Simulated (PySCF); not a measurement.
# Ce(OH)3: other functionals and bases at one geometry

Aim: see how levels, charges and forces of Ce(OH)3 depend on the level of theory. The species was built from a template and needn't be a known compound.

Method: several levels, as the steps say, no spin–orbit coupling; program: PySCF 2.14.0.

1 further run of the same task is left out (for a known fault of the program).

## (1) The starting structure

7 atoms, charge 0, spin multiplicity 1.

Bond lengths: Ce1–O2 2.148 Å, Ce1–O4 2.148 Å, Ce1–O6 2.148 Å, O2–H3 0.957 Å, O4–H5 0.957 Å, O6–H7 0.957 Å. Angles: O2–Ce1–O4 116.3°, O2–Ce1–O6 116.3°, O4–Ce1–O6 116.3°, Ce1–O2–H3 171.8°, Ce1–O4–H5 171.8°, Ce1–O6–H7 171.8°.

Coordinates:

```
Ce    0.00000    0.00000   -0.35038
O     2.10717   -0.00002    0.06762
H     3.01003   -0.00003    0.38623
O    -1.05357    1.82487    0.06762
H    -1.50499    2.60677    0.38623
O    -1.05360   -1.82485    0.06762
H    -1.50504   -2.60674    0.38623
```

Formal oxidation states: Ce +3. Each metal's 1 4f electrons lie in its core potential, so multiplicities, spins and levels count the valence alone. An earlier session relaxed this geometry at PBE0, Ce lcecp-1-SVP with ECP47, O def2-SVP, H def2-SVP (singlet, point group C3v).

At PBE0 on the finer grid: E = -259.465560 Eh, HOMO -7.44 eV, LUMO -1.23 eV, Mulliken charge on Ce1 +1.17 e, largest force component 0.004 eV/Å. 

Levels to run: wB97X; BLYP; PBE0, TZVP. Hardware: 2 threads of Intel Xeon 6975P-C (Granite Rapids), shared host.

## (2) wB97X

Contents of run.py (the lines that set the calculation):

```python
mol = gto.M(atom='''
Ce     0.00000     0.00000    -0.35038
O      2.10717    -0.00002     0.06762
H      3.01003    -0.00003     0.38623
O     -1.05357     1.82487     0.06762
H     -1.50499     2.60677     0.38623
O     -1.05360    -1.82485     0.06762
H     -1.50504    -2.60674     0.38623''',
    basis={'Ce': 'lcecp-1-SVP', 'O': 'def2-SVP', 'H': 'def2-SVP'},
    ecp={'Ce': 'lcecp-1-SVP'},
    charge=0, spin=0)
mf = dft.RKS(mol, xc='WB97X')
mf.grids.atom_grid = (75, 302)  # f atoms: unpruned, at least (60, 302)
mf = mf.density_fit()  # fitting sets: Ce AutoAux, O def2-universal-JKFIT, H def2-universal-JKFIT
mf.conv_tol = 1e-08; mf.max_cycle = 55
mf.kernel(dm0)  # dm0: the density of the relaxed state
```

On the command line:

```sh
$ OMP_NUM_THREADS=2 python run.py
```

## (3) BLYP

run.py (the lines that set the calculation), as its differences from that of step 2:

```diff
@@ -11,3 +11,3 @@
     charge=0, spin=0)
-mf = dft.RKS(mol, xc='WB97X')
+mf = dft.RKS(mol, xc='BLYP')
 mf.grids.atom_grid = (75, 302)  # f atoms: unpruned, at least (60, 302)
```

## (4) PBE0, TZVP

Basis: Ce lcecp-1-TZVP with ECP47, O def2-TZVP, H def2-TZVP. 

Contents of run.py (the lines that set the calculation):

```python
mol = gto.M(atom='''
Ce     0.00000     0.00000    -0.35038
O      2.10717    -0.00002     0.06762
H      3.01003    -0.00003     0.38623
O     -1.05357     1.82487     0.06762
H     -1.50499     2.60677     0.38623
O     -1.05360    -1.82485     0.06762
H     -1.50504    -2.60674     0.38623''',
    basis={'Ce': 'lcecp-1-TZVP', 'O': 'def2-TZVP', 'H': 'def2-TZVP'},
    ecp={'Ce': 'lcecp-1-TZVP'},
    charge=0, spin=0)
mf = dft.RKS(mol, xc='PBE0')
mf.grids.atom_grid = (75, 302)  # f atoms: unpruned, at least (60, 302)
mf = mf.density_fit()  # fitting sets: Ce AutoAux, O def2-universal-JKFIT, H def2-universal-JKFIT
mf.conv_tol = 1e-08; mf.max_cycle = 55
mf.kernel(dm0)  # dm0: free metal ions and neutral atoms
```

What does the calculation give? Wanted: for each run, HOMO; gap; charge on Ce1; dipole; largest force.

**Answer**, as computed:

| level | state | HOMO (eV) | gap (eV) | charge on Ce1 (e) | dipole (D) | largest force (eV/Å) | basis functions | time |
| --- | --- | --- | --- | --- | --- | --- | --- | --- |
| PBE0 (relaxed here) | singlet | -7.44 | 6.21 | 1.17 | 1.49 | 0.00 | 90 | 8.6 s |
| wB97X | singlet | -9.90 | 10.36 | 1.19 | 1.60 | 0.25 | 90 | 4.5 s |
| BLYP | singlet | -5.65 | 3.77 | 0.92 | 1.33 | 0.65 | 90 | 4.5 s |
| PBE0, TZVP | singlet | -7.74 | 6.47 | 1.64 | 1.69 | 0.25 | 158 | 8.9 s |

Times are on 2 threads of Intel Xeon 6975P-C (Granite Rapids), shared host; the first row also made further properties.

In one basis the HOMO–LUMO gap runs from 3.77 eV (BLYP) to 10.36 eV (wB97X). The largest leftover force, 0.65 eV/Å with BLYP, stands at a geometry relaxed at another level. The Mulliken charge on Ce spans +0.92 to +1.64 e over the levels. With 4f in the core, its levels are missing from HOMO and gap. Total energies of different levels can't be compared. Spin–orbit coupling is left out throughout.
